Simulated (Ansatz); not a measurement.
**CH₃ClFNOW: how energies converge with the basis set**

How large a basis does CH₃ClFNOW need? Two functionals are run in growing sets.

Method: one geometry, several basis sets; program: Ansatz 0.2.0, Gaussian basis.

Plan: PBE0-D4/def2-SVP; ωB97M-V/def2-SVP; PBE0-D4/def2-QZVPP; ωB97M-V/def2-QZVPP; the functionals' def2-TZVPP values are taken from earlier runs.

## Step 1: The geometry

The geometry comes from an earlier relaxation with PBE0-D4/def2-TZVP; it is a stationary point, not always the lowest conformer. W takes the def2 core potential; no spin-orbit term is included.

SMILES `C[N]=[W](=[O])([F])[Cl]`, 9 atoms, charge 0, spin multiplicity 1.

Atoms are counted from 1 here; the program's logs count them from 0.

Bond lengths: C1–N2 1.418 Å, C1–H7 1.094 Å, C1–H8 1.095 Å, C1–H9 1.094 Å, N2–W3 1.735 Å, W3–O4 1.698 Å, W3–F5 1.866 Å, W3–Cl6 2.274 Å. Angles: N2–C1–H7 109.7°, N2–C1–H8 111.4°, N2–C1–H9 110.0°, H7–C1–H8 108.7°, H7–C1–H9 107.9°, H8–C1–H9 109.0°, C1–N2–W3 155.1°, N2–W3–O4 107.0°, N2–W3–F5 107.9°, N2–W3–Cl6 107.1°, O4–W3–F5 110.1°, O4–W3–Cl6 109.3°, F5–W3–Cl6 115.1°.

As a file:

```
C    -0.0030   -1.1839    1.0638
N     0.1469    0.0465    0.3752
W     0.0854    1.0936   -1.0069
O    -0.4085    0.1460   -2.3268
F     1.8051    1.7568   -1.2995
Cl   -1.4974    2.6702   -0.5795
H    -0.7497   -1.0752    1.8566
H    -0.3231   -1.9834    0.3871
H     0.9443   -1.4706    1.5300
```

## Step 2: PBE0-D4 in def2-SVP

Contents of in.yaml:

```yaml
crystal:
  periodic: [false, false, false]
  atoms:
    - {symbol: C, position_ang: [-0.003028, -1.183854, 1.063812]}
    - {symbol: N, position_ang: [0.146861, 0.046507, 0.375196]}
    - {symbol: W, position_ang: [0.085386, 1.093614, -1.006935]}
    - {symbol: O, position_ang: [-0.408514, 0.145971, -2.326801]}
    - {symbol: F, position_ang: [1.805145, 1.756750, -1.299529]}
    - {symbol: Cl, position_ang: [-1.497355, 2.670179, -0.579531]}
    - {symbol: H, position_ang: [-0.749658, -1.075166, 1.856645]}
    - {symbol: H, position_ang: [-0.323128, -1.983429, 0.387090]}
    - {symbol: H, position_ang: [0.944291, -1.470572, 1.530043]}
basis:
  gaussian: {orbitals: def2-SVP}
hamiltonian: {xc: pbe0, dispersion: d4}
output: {orbitals: {seedname: orbitals}}
```

Started as:

```console
$ ansatz run in.yaml --threads 2 --pin off --events-out ev --progress --plain --max-ram 22528MiB --backend cpu
```

After this run come: ωB97M-V in def2-SVP; PBE0-D4 in def2-QZVPP; ωB97M-V in def2-QZVPP.

**Question.** What will the summary of the whole plan be? Wanted: PBE0-D4: double and triple zeta above quadruple; ωB97M-V: double and triple zeta above quadruple.

**Answer**, as computed:

| quantity | value |
| --- | --- |
| PBE0-D4: double and triple zeta above quadruple | 14.55, 0.79 eV |
| ωB97M-V: double and triple zeta above quadruple | 14.74, 0.74 eV |

In words: For PBE0-D4 the step from double to triple zeta gains 13.76 eV and the next only 0.79 eV. Total energies overstate the basis error of differences, where much of it tends to cancel.
